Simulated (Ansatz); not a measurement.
# CCSD(T)/cc-pVDZ run of GeSiH6O (SMILES [OH][GeH2][SiH3])

What is the vertical singlet–triplet gap of GeSiH6O at CCSD(T)/cc-pVDZ? 

The calculation is run with Ansatz 0.2.0.

63 further runs of the same task are left out: 63 set aside as unsound or not needed. Runs told in other sessions of the task aren't counted.

### 1 The structure to begin with

GeSiH6O: 9 atoms, total charge 0, spin state singlet. SMILES: `[OH][GeH2][SiH3]`. The shape is that of a PBE0-D4/def2-TZVP optimisation. This is one conformer, not always the lowest.

Bond lengths: O1–Ge2 1.791 Å, Ge2–Si3 2.389 Å, O1–H4 0.960 Å, Ge2–H5 1.546 Å, Ge2–H6 1.536 Å, Si3–H7 1.488 Å, Si3–H8 1.488 Å, Si3–H9 1.486 Å. Some angles: O1–Ge2–Si3 109.9°, O1–Ge2–H5 109.2°, O1–Ge2–H6 103.6°, Si3–Ge2–H5 111.3°, Si3–Ge2–H6 113.0°, Ge2–O1–H4 112.4°, Ge2–Si3–H7 110.2°, Ge2–Si3–H8 109.3°, Ge2–Si3–H9 110.4°, H5–Ge2–H6 109.6°.

### 2 A single-point energy at CCSD(T)/cc-pVDZ

The input, input.yaml:

```yaml
crystal:
  periodic: [false, false, false]
  atoms:
    - {symbol: O, position_ang: [-1.665400, 1.003200, -0.854800]}
    - {symbol: Ge, position_ang: [0.086300, 0.899600, -0.495500]}
    - {symbol: Si, position_ang: [0.525800, -1.010700, 0.870400]}
    - {symbol: H, position_ang: [-1.973400, 0.267900, -1.389000]}
    - {symbol: H, position_ang: [0.873700, 0.832100, -1.824400]}
    - {symbol: H, position_ang: [0.388100, 2.226700, 0.215900]}
    - {symbol: H, position_ang: [1.986000, -1.132800, 1.128400]}
    - {symbol: H, position_ang: [0.060100, -2.236200, 0.166300]}
    - {symbol: H, position_ang: [-0.192800, -0.896100, 2.165800]}
basis:
  gaussian:
    orbitals: cc-pVDZ
correlation:
  method: ccsd_t
  frozen_orbitals: {Ge: 9, H: 0, O: 1, Si: 5}
accuracy: high
scf:
  omitted_lower_state_checks: [cluster_reference, increment]
```

Launch:

```
$ ansatz run input.yaml --threads 1 --pin off --max-ram 3480MiB --events-out events.jsonl --progress --plain --runs-dir runs
```

The log of the run (excerpt; [...] marks lines left out):

```text
Warning: RAYON_NUM_THREADS=1 ignored (pool sized by the plan → 1); use --threads N
Functional definition: HF
  name "HF"
[...]
2066 factors; integrals over basis functions are off by at most 4.7e-9 eV
[...]
mean field -66467.42768136 eV, -2442.6329140493 hartree, gradient 2.7e-8 eV, S^2 0.000000; 0 other end points of the search recorded, 0 dependent functions left out
15 core orbitals not correlated: weight in the atoms' cores, before any rotation towards them, 1.000 or more for the frozen orbitals, at most 0.000 for the correlated occupied ones
reference -66467.42768136 eV, -2442.6329140493 hartree; 15, 15 occupied and 59, 59 virtual orbitals, 2066 factors
second order -11.26806684 eV of doubles, -0.00000000 eV of singles
cycle   1  -12.05068229 eV  change   -7.8e-1 eV  update   9.3e-2
[...]
cycle  21  -12.55074942 eV  change    1.8e-9 eV  update   3.3e-9
perturbative correction -0.30675319 eV, -0.0112729718 hartree
Total energy: -66480.28518397 eV, -2443.1054185551 hartree
Checks for a lower state left out: cluster_reference, increment
```

Wall time 26 s (1 thread of Arm Neoverse V1, shared host); peak memory 0.49 GiB.

### 3 The triplet at the same level

The input, run.yaml:

```yaml
crystal:
  periodic: [false, false, false]
  atoms:
    - {symbol: O, position_ang: [-1.665400, 1.003200, -0.854800]}
    - {symbol: Ge, position_ang: [0.086300, 0.899600, -0.495500]}
    - {symbol: Si, position_ang: [0.525800, -1.010700, 0.870400]}
    - {symbol: H, position_ang: [-1.973400, 0.267900, -1.389000]}
    - {symbol: H, position_ang: [0.873700, 0.832100, -1.824400]}
    - {symbol: H, position_ang: [0.388100, 2.226700, 0.215900]}
    - {symbol: H, position_ang: [1.986000, -1.132800, 1.128400]}
    - {symbol: H, position_ang: [0.060100, -2.236200, 0.166300]}
    - {symbol: H, position_ang: [-0.192800, -0.896100, 2.165800]}
basis:
  gaussian:
    orbitals: cc-pVDZ
scf:
  omitted_lower_state_checks: [cluster_reference, increment]
magnetization:
  spin_polarized: true
  initial_magnetization: 2
accuracy: high
correlation:
  method: ccsd_t
  frozen_orbitals: {Ge: 9, H: 0, O: 1, Si: 5}
```

Launch:

```
$ ansatz run run.yaml --threads 1 --pin off --max-ram 3480MiB --events-out events.jsonl --progress --plain --runs-dir runs
```

The log of the run (excerpt; [...] marks lines left out):

```text
Warning: RAYON_NUM_THREADS=1 ignored (pool sized by the plan → 1); use --threads N
Functional definition: HF
  name "HF"
[...]
2066 factors; integrals over basis functions are off by at most 4.7e-9 eV
[...]
mean field -66461.58221360 eV, -2442.4180970713 hartree, gradient 3.0e-8 eV, S^2 2.014691; 12 other end points of the search recorded, 0 dependent functions left out
15 core orbitals not correlated: weight in the atoms' cores, before any rotation towards them, 1.000 or more for the frozen orbitals, at most 0.000 for the correlated occupied ones
reference -66461.58221360 eV, -2442.4180970713 hartree; 16, 14 occupied and 58, 60 virtual orbitals, 2066 factors
second order -10.50169828 eV of doubles, -0.00000000 eV of singles
cycle   1  -11.52175781 eV  change    -1.0e0 eV  update   1.1e-1
[...]
cycle  39  -12.35623187 eV  change  -9.0e-10 eV  update  6.7e-10
perturbative correction -0.42655581 eV, -0.0156756369 hartree
Total energy: -66474.36500128 eV, -2442.8878558543 hartree
Checks for a lower state left out: cluster_reference, increment
```

It took 2.2 min on 1 thread of Arm Neoverse V1, shared host; peak memory 0.92 GiB.

### 4 Summary of results

Level: CCSD(T)/cc-pVDZ, 15 core orbitals frozen.

| quantity | value |
| --- | --- |
| singlet: total energy | -2443.10542 Eh |
| singlet: correlation energy (15 core orbitals frozen) | -472.5 mEh |
| singlet: (T) correction | -11.27 mEh |
| singlet: T1 diagnostic | 0.011 |
| triplet: total energy | -2442.88786 Eh |
| triplet: correlation energy (15 core orbitals frozen) | -469.8 mEh |
| triplet: (T) correction | -15.68 mEh |
| triplet: ⟨S²⟩ of the reference determinant | 2.015 |
| triplet: T1 diagnostic | 0.064 |
| vertical energy of the triplet above the singlet | 5.920 eV |

In words: At this shape the triplet lies 5.92 eV (137 kcal/mol) above the singlet. The triples (singlet) make up 2.4 % of the correlation energy. The T1 diagnostic (triplet) of 0.064 is above the customary mark for such species, so a single reference may not serve. The triples (triplet) make up 3.3 % of the correlation energy.
